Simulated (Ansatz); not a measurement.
# F₃HSeSi: how energies converge with the basis set

How large a basis does F₃HSeSi need? Two functionals are run in growing sets.

Program: Ansatz 0.2.0, Gaussian basis. Level of theory: one geometry, several basis sets. These are calculated values, not measurements.

The runs, in order: PBE0-D4/def2-SVP; ωB97M-V/def2-SVP; PBE0-D4/def2-QZVPP; ωB97M-V/def2-QZVPP; the functionals' def2-TZVPP values are taken from earlier runs.

## Step 1: The relaxed structure

An earlier PBE0-D4 in a triple-zeta def2 set relaxation fixed the geometry.

SMILES `F[Si](F)(F)[SeH]`, 6 atoms, charge 0, spin multiplicity 1.

Atoms are counted from 1 here; the program's logs count them from 0.

Bond lengths: F1–Si2 1.574 Å, Si2–F3 1.573 Å, Si2–F4 1.574 Å, Si2–Se5 2.231 Å, Se5–H6 1.470 Å. Angles: F1–Si2–F3 108.4°, F1–Si2–F4 106.1°, F1–Si2–Se5 113.1°, F3–Si2–F4 108.4°, F3–Si2–Se5 107.6°, F4–Si2–Se5 113.1°, Si2–Se5–H6 90.7°.

## Step 2: PBE0-D4 in def2-SVP

File in.yaml:

```yaml
crystal:
  periodic: [false, false, false]
  atoms:
    - {symbol: F, position_ang: [0.169080, -0.364802, 1.679753]}
    - {symbol: Si, position_ang: [0.203634, -0.463143, 0.109086]}
    - {symbol: F, position_ang: [-0.136157, -1.942910, -0.302694]}
    - {symbol: F, position_ang: [1.688435, -0.157442, -0.314868]}
    - {symbol: Se, position_ang: [-1.281768, 0.873244, -0.884383]}
    - {symbol: H, position_ang: [-0.643224, 2.055043, -0.286883]}
basis:
  gaussian: {orbitals: def2-SVP}
hamiltonian: {xc: pbe0, dispersion: d4}
output: {orbitals: {seedname: orbitals}}
```

On the command line:

```
> ansatz run in.yaml --threads 4 --pin off --events-out ev --progress --plain --max-ram 10444MiB
```

Further steps of the session: ωB97M-V in def2-SVP; PBE0-D4 in def2-QZVPP; ωB97M-V in def2-QZVPP.

Before running them: what should the planned runs give, taken together? Wanted: PBE0-D4: double and triple zeta above quadruple; ωB97M-V: double and triple zeta above quadruple.

The runs gave:

| quantity | value |
| --- | --- |
| PBE0-D4: double and triple zeta above quadruple | 23.80, 2.12 eV |
| ωB97M-V: double and triple zeta above quadruple | 23.83, 2.03 eV |

What this shows: For PBE0-D4 the step from double to triple zeta gains 21.67 eV and the next only 2.12 eV. Total energies overstate the basis error of differences, where much of it tends to cancel. The LUMO of ωB97M-V is positive and keeps falling with the basis (1.78 to 1.09 eV): an unbound level that the basis holds in place.
